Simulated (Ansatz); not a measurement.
**BF3 (boron trifluoride): PBE/aug-cc-pVDZ**

Aim: the vertical electron affinity of BF3 (boron trifluoride) at PBE/aug-cc-pVDZ, from 2 runs. 

Program for the calculation: Ansatz 0.2.0.

37 further runs of the same task are left out: 1 that didn't finish, 36 set aside as unsound or not needed.

## Step 1: The structure to begin with

BF3: 4 atoms, total charge 0, spin state singlet. SMILES: `FB(F)F`. Geometry: relaxed at PBE0-D4/def2-TZVP.

Bond lengths: F1–B2 1.311 Å, B2–F3 1.311 Å, B2–F4 1.311 Å. Angles: F1–B2–F3 120.0°, F1–B2–F4 120.0°, F3–B2–F4 120.0°.

## Step 2: The energy at PBE/aug-cc-pVDZ

in.yaml reads:

```yaml
basis:
  gaussian:
    orbitals: aug-cc-pVDZ
crystal:
  periodic: [false, false, false]
  atoms:
    - {symbol: F, position_ang: [0.543870, 0.210740, 1.174280]}
    - {symbol: B, position_ang: [0.000020, -0.000000, 0.000010]}
    - {symbol: F, position_ang: [-0.265170, -1.223510, -0.389620]}
    - {symbol: F, position_ang: [-0.278730, 1.012770, -0.784660]}
hamiltonian:
  xc: pbe
accuracy: high
output:
  orbitals: {seedname: orbitals}
```

Command:

```sh
$ ansatz run in.yaml --threads 1 --pin off --max-ram 3480MiB --events-out events.jsonl --progress --plain --runs-dir runs
```

Standard output:

```text
Warning: RAYON_NUM_THREADS=1 ignored (pool sized by the plan → 1); use --threads N
Functional definition: PBE
  name "PBE"
  parameter kappa = 0.804
  parameter beta = 0.06672455060314922
  exchange = pbe_x(kappa = kappa, mu = beta*pi^2/3)
  correlation = pbe_c(beta = beta)
1815 factors; integrals over basis functions are off by at most 3.4e-9 eV
mean field evaluation 1: about -8820.6109 eV, gradient 4.8e1 eV
mean field evaluation 2: about -8813.8440 eV, gradient 8.4e1 eV
mean field evaluation 4: about -8823.8177 eV, gradient 5.5e-1 eV
mean field evaluation 8: about -8823.8163 eV, gradient 1.1e-2 eV
mean field evaluation 16: about -8823.8163 eV, gradient 1.5e-7 eV
mean field -8823.81625651 eV, -324.2692664294 hartree, gradient 1.8e-8 eV, S^2 0.000000; 0 other end points of the search recorded, 0 dependent functions left out
reference -8823.81626205 eV, -324.2692666328 hartree; 16, 16 occupied and 76, 76 virtual orbitals, 1815 factors
Total energy: -8823.81626205 eV, -324.2692666328 hartree
```

Wall time 3.6 s (1 thread of Arm Neoverse V2, shared host); peak memory 0.21 GiB.

## Step 3: The doublet anion at the same level

molecule.yaml reads:

```yaml
crystal:
  periodic: [false, false, false]
  atoms:
    - {symbol: F, position_ang: [0.543870, 0.210740, 1.174280]}
    - {symbol: B, position_ang: [0.000020, -0.000000, 0.000010]}
    - {symbol: F, position_ang: [-0.265170, -1.223510, -0.389620]}
    - {symbol: F, position_ang: [-0.278730, 1.012770, -0.784660]}
basis:
  gaussian:
    orbitals: aug-cc-pVDZ
total_charge: -1
magnetization:
  spin_polarized: true
  initial_magnetization: 1
hamiltonian:
  xc: pbe
accuracy: high
output:
  orbitals: {seedname: orbitals}
```

Command:

```sh
$ ansatz run molecule.yaml --threads 1 --pin off --max-ram 3480MiB --events-out events.jsonl --progress --plain --runs-dir runs
```

Standard output (excerpt; [...] marks lines left out):

```text
Warning: RAYON_NUM_THREADS=1 ignored (pool sized by the plan → 1); use --threads N
[... 6 set-up lines as earlier in the session ...]
1815 factors; integrals over basis functions are off by at most 3.3e-9 eV
mean field evaluation 1: about -8822.5606 eV, gradient 1.1e1 eV
mean field evaluation 2: about -8822.3078 eV, gradient 1.6e1 eV
mean field evaluation 4: about -8823.0761 eV, gradient 5.5e-1 eV
mean field evaluation 8: about -8823.0727 eV, gradient 5.4e-3 eV
mean field evaluation 16: about -8823.0726 eV, gradient 1.8e-5 eV
mean field evaluation 32: about -8822.8322 eV, gradient 1.9e0 eV
mean field -8823.07264993 eV, -324.2419393915 hartree, gradient 5.6e-8 eV, S^2 0.750136; 7 other end points of the search recorded, 0 dependent functions left out
reference -8823.07265283 eV, -324.2419394982 hartree; 17, 16 occupied and 75, 76 virtual orbitals, 1815 factors
Total energy: -8823.07265283 eV, -324.2419394982 hartree
```

Run time: 22 s. Hardware: 1 thread of Arm Neoverse V2, shared host; peak memory 0.28 GiB.

## Step 4: What came out

At PBE/aug-cc-pVDZ:

```
                                         quantity          value
                        singlet BF3: total energy  -324.26927 Eh
                         singlet BF3: HOMO energy      -10.07 eV
                         singlet BF3: LUMO energy       -0.81 eV
                       singlet BF3: HOMO–LUMO gap        9.26 eV
                      doublet anion: total energy  -324.24194 Eh
doublet anion: HOMO energy (highest over α and β)        2.32 eV
 doublet anion: LUMO energy (lowest over α and β)        2.66 eV
                              doublet anion: ⟨S²⟩          0.750
vertical electron affinity (to the doublet anion)      -0.744 eV
```

**Reading.** The anion lies 0.74 eV (71.7 kJ/mol) above the neutral: the electron isn't bound at this level, and such a value depends on the basis. The HOMO (doublet anion) lies at positive energy, 2.32 eV, as semi-local functionals often give for anions; only total energies tell whether the electron is bound.
